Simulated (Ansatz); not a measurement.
**FH₅N₃Ta: how energies converge with the basis set**

One table from this session's results is given with a row withheld; the runs are named, their logs left out.

Computed with Ansatz 0.2.0, Gaussian basis. Level: one geometry, several basis sets.

Plan: PBE0-D4/def2-SVP; ωB97M-V/def2-SVP; PBE0-D4/def2-QZVPP; ωB97M-V/def2-QZVPP; the functionals' def2-TZVPP values are taken from earlier runs.

## The relaxed structure

The geometry comes from an earlier relaxation with PBE0-D4 in a triple-zeta def2 set; it is a stationary point, not always the lowest conformer. Ta takes the def2 core potential; no spin-orbit term is included.

SMILES `[NH]=[Ta]([NH2])([NH2])[F]`, 10 atoms, charge 0, spin multiplicity 1.

Atoms are counted from 1 here; the program's logs count them from 0.

Bond lengths: N1–Ta2 1.767 Å, N1–H6 1.006 Å, Ta2–N3 1.983 Å, Ta2–N4 1.983 Å, Ta2–F5 1.903 Å, N3–H7 1.008 Å, N3–H8 1.010 Å, N4–H9 1.008 Å, N4–H10 1.010 Å. Angles: Ta2–N1–H6 168.9°, N1–Ta2–N3 105.7°, N1–Ta2–N4 105.6°, N1–Ta2–F5 114.7°, N3–Ta2–N4 112.2°, N3–Ta2–F5 109.3°, N4–Ta2–F5 109.3°, Ta2–N3–H7 125.3°, Ta2–N3–H8 124.5°, H7–N3–H8 110.0°, Ta2–N4–H9 125.3°, Ta2–N4–H10 124.5°, H9–N4–H10 110.0°.

The first run:

in.yaml

```yaml
crystal:
  periodic: [false, false, false]
  atoms:
    - {symbol: N, position_ang: [-1.415683, 1.149615, -0.259763]}
    - {symbol: Ta, position_ang: [-0.175132, -0.089726, -0.474012]}
    - {symbol: N, position_ang: [-0.500850, -1.425476, 0.954928]}
    - {symbol: N, position_ang: [1.559121, 0.844550, -0.246609]}
    - {symbol: F, position_ang: [-0.204316, -0.959021, -2.166458]}
    - {symbol: H, position_ang: [-2.174525, 1.807061, -0.318405]}
    - {symbol: H, position_ang: [-1.228028, -1.367933, 1.650163]}
    - {symbol: H, position_ang: [0.093365, -2.221204, 1.141471]}
    - {symbol: H, position_ang: [1.669147, 1.824613, -0.039689]}
    - {symbol: H, position_ang: [2.459801, 0.386521, -0.238826]}
basis:
  gaussian: {orbitals: def2-SVP}
hamiltonian: {xc: pbe0, dispersion: d4}
output: {orbitals: {seedname: orbitals}}
```

Run with:

```console
$ ansatz run in.yaml --threads 4 --pin off --events-out ev --progress --plain --max-ram 10444MiB
```

Steps of the session up to this table: PBE0-D4 in def2-SVP; ωB97M-V in def2-SVP; PBE0-D4 in def2-QZVPP; ωB97M-V in def2-QZVPP.

One table of the session follows, with a row left open; its other results are not shown here.

It belongs to the step «Functionals by basis». 

```
functional       basis  HOMO (eV)  LUMO (eV)
   PBE0-D4    def2-SVP      -7.29       0.11
   PBE0-D4  def2-TZVPP      -7.44      -0.07
   PBE0-D4  def2-QZVPP      -7.50      -0.32
   ωB97M-V    def2-SVP          ?          ?
   ωB97M-V  def2-TZVPP      -9.77       1.19
   ωB97M-V  def2-QZVPP      -9.83       0.62
```

**Question.** Estimate the row for ωB97M-V, def2-SVP.

As computed: HOMO (eV): -9.61; LUMO (eV): 1.44. In the column «HOMO (eV)» it lies between ωB97M-V, def2-TZVPP (-9.77) and PBE0-D4, def2-QZVPP (-7.50).
